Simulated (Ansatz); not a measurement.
## Ba2Tl5V3O12 in Ansatz: the effect of target pressure

Ba2Tl5V3O12:

```xyz
22
Lattice="6.4901 -6.6769 0.0000 6.4901 6.6769 0.0000 -2.0096 0.0000 5.7376" Properties=species:S:1:pos:R:3 pbc="T T T"
Ba    6.4901    0.2782    0.0000
Ba    6.4901   -3.9079    0.0000
V     9.8864    1.9304    1.4766
V     1.0842    1.9304    4.2610
V     5.4853   -0.9938    2.8688
Tl    7.5111    2.3899    3.6563
Tl    3.4595    2.3899    2.0813
Tl    5.4853    6.4755    2.8688
Tl    2.3924   -1.2210    1.2561
Tl    8.5782   -1.2210    4.4815
O     0.8441    1.7317    2.5403
O     6.4531    0.0639    3.8847
O     7.0059   -3.2392    4.8560
O     8.1842    1.8299    1.1816
O     6.5345   -1.8120    1.7991
O     0.1384    0.7388    5.0836
O     4.4361   -1.8120    3.9385
O    10.8322    0.7388    0.6540
O     3.9648   -3.2392    0.8816
O     2.7865    1.8299    4.5560
O    10.1265    1.7317    3.1973
O     4.5175    0.0639    1.8529
```

The cell was built by a generator and needn't be a form met in nature.

Alike in all runs:

* Program: Ansatz 0.2.0
* Task: relaxation of cell and atoms
* Functional: PBE
* Potentials or basis: Ansatz PAW
* Cutoff: 420 eV (not typed: the program's choice for these potentials)
* k mesh: 2 × 2 × 4
* Occupations: fermi-dirac, width 0.05 eV
* Spin: collinear spin, ferromagnetic start
* Starting moments: [0.0, 0.0, 2.0, 2.0, 2.0, 0.0, 0.0, 0.0, 0.0, 0.0, 0.0, 0.0, 0.0, 0.0, 0.0, 0.0, 0.0, 0.0, 0.0, 0.0, 0.0, 0.0] μB

Each run relaxes the cell or the atoms first.

```csv
target pressure,relaxed volume (Å³/atom),gap on the mesh (eV)
10 GPa,15.93,2.13
20 GPa,14.26,1.59
2 GPa,?,?
5 GPa,17.54,2.58
```

What does the run with target pressure 2 GPa give?

Relaxed volume 20.32 Å³/atom; gap on the mesh 2.66 eV.

Worked out: A straight line through the other rows of the relaxed volume, of slope -0.211 Å³/atom per GPa, extrapolates to 17.95 Å³/atom, against the run's 20.32. A straight line through the other rows of the gap on the mesh, of slope -0.0643 eV per GPa, extrapolates to 2.72 eV, against the run's 2.66.

Caveats: the plane-wave basis is chosen anew once the cell has moved, so the energies of steps on either side of that aren't comparable; spin-orbit coupling is left out, which as a rule narrows the gap of such compounds by several tenths of an eV; the starting moments weren't kept; the volume moved by over 15 % at a fixed basis, so the end points are rough (some runs).

A k mesh can miss the band edges.
